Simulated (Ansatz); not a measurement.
# CH5NOSi: basis-set convergence

Aim: see how fast density functionals converge with the basis set for CH5NOSi.

Computed with Ansatz 0.2.0, Gaussian basis. Level: one geometry, several basis sets.

The runs, in order: PBE0-D4/def2-SVP; ωB97M-V/def2-SVP; PBE0-D4/def2-QZVPP; ωB97M-V/def2-QZVPP; the functionals' def2-TZVPP values are taken from earlier runs.

### Step 1. Structure used throughout

The geometry comes from an earlier relaxation with PBE0-D4 in a triple-zeta def2 set; it is a stationary point, not always the lowest conformer.

9 atoms, charge 0, spin multiplicity 1.

Atoms are counted from 1 here; the program's logs count them from 0.

Bond lengths: C1–N2 1.468 Å, C1–O4 1.436 Å, C1–H5 1.095 Å, C1–H6 1.097 Å, N2–Si3 1.726 Å, N2–H7 1.006 Å, Si3–O4 1.668 Å, Si3–H8 1.491 Å, Si3–H9 1.484 Å. Angles: N2–C1–O4 99.7°, N2–C1–H5 113.1°, N2–C1–H6 113.7°, O4–C1–H5 109.5°, O4–C1–H6 110.7°, H5–C1–H6 109.7°, C1–N2–Si3 87.4°, C1–N2–H7 118.3°, Si3–N2–H7 129.6°, N2–Si3–O4 81.7°, N2–Si3–H8 118.1°, N2–Si3–H9 117.7°, O4–Si3–H8 115.5°, O4–Si3–H9 114.4°, H8–Si3–H9 107.9°, C1–O4–Si3 90.7°.

Geometry (Å):

```
C    -0.8008    0.7296    0.1217
N    -0.0908    0.0390   -0.9612
Si    0.7272   -0.8671    0.2595
O    -0.3208   -0.0237    1.2461
H    -1.8897    0.6307    0.0539
H    -0.5316    1.7885    0.2206
H     0.2873    0.5918   -1.7113
H     2.1762   -0.5966    0.4808
H     0.5315   -2.3385    0.2729
```

### Step 2. PBE0-D4 in def2-SVP

The input, in.yaml:

```yaml
crystal:
  periodic: [false, false, false]
  atoms:
    - {symbol: C, position_ang: [-0.800821, 0.729622, 0.121725]}
    - {symbol: N, position_ang: [-0.090764, 0.038960, -0.961183]}
    - {symbol: Si, position_ang: [0.727212, -0.867051, 0.259505]}
    - {symbol: O, position_ang: [-0.320789, -0.023690, 1.246060]}
    - {symbol: H, position_ang: [-1.889661, 0.630652, 0.053917]}
    - {symbol: H, position_ang: [-0.531625, 1.788521, 0.220586]}
    - {symbol: H, position_ang: [0.287348, 0.591764, -1.711296]}
    - {symbol: H, position_ang: [2.176211, -0.596611, 0.480837]}
    - {symbol: H, position_ang: [0.531488, -2.338466, 0.272851]}
basis:
  gaussian: {orbitals: def2-SVP}
hamiltonian: {xc: pbe0, dispersion: d4}
output: {orbitals: {seedname: orbitals}}
```

Command:

```
$ ansatz run in.yaml --threads 2 --pin off --events-out ev --progress --plain --max-ram 4352MiB
```

The runs that follow: ωB97M-V in def2-SVP; PBE0-D4 in def2-QZVPP; ωB97M-V in def2-QZVPP.

**Question.** What will the summary of the whole plan be? Wanted: PBE0-D4: double and triple zeta above quadruple; ωB97M-V: double and triple zeta above quadruple.

As calculated:

| quantity | value |
| --- | --- |
| PBE0-D4: double and triple zeta above quadruple | 9.05, 0.56 eV |
| ωB97M-V: double and triple zeta above quadruple | 9.19, 0.52 eV |

PBE0-D4 gains 8.49 eV from double to triple zeta, then 0.56 eV more. These are total energies; as a rule much of such shifts cancels in differences, which this series doesn't test. The LUMO of ωB97M-V is positive and keeps falling with the basis (2.13 to 1.13 eV): an unbound level that the basis holds in place.
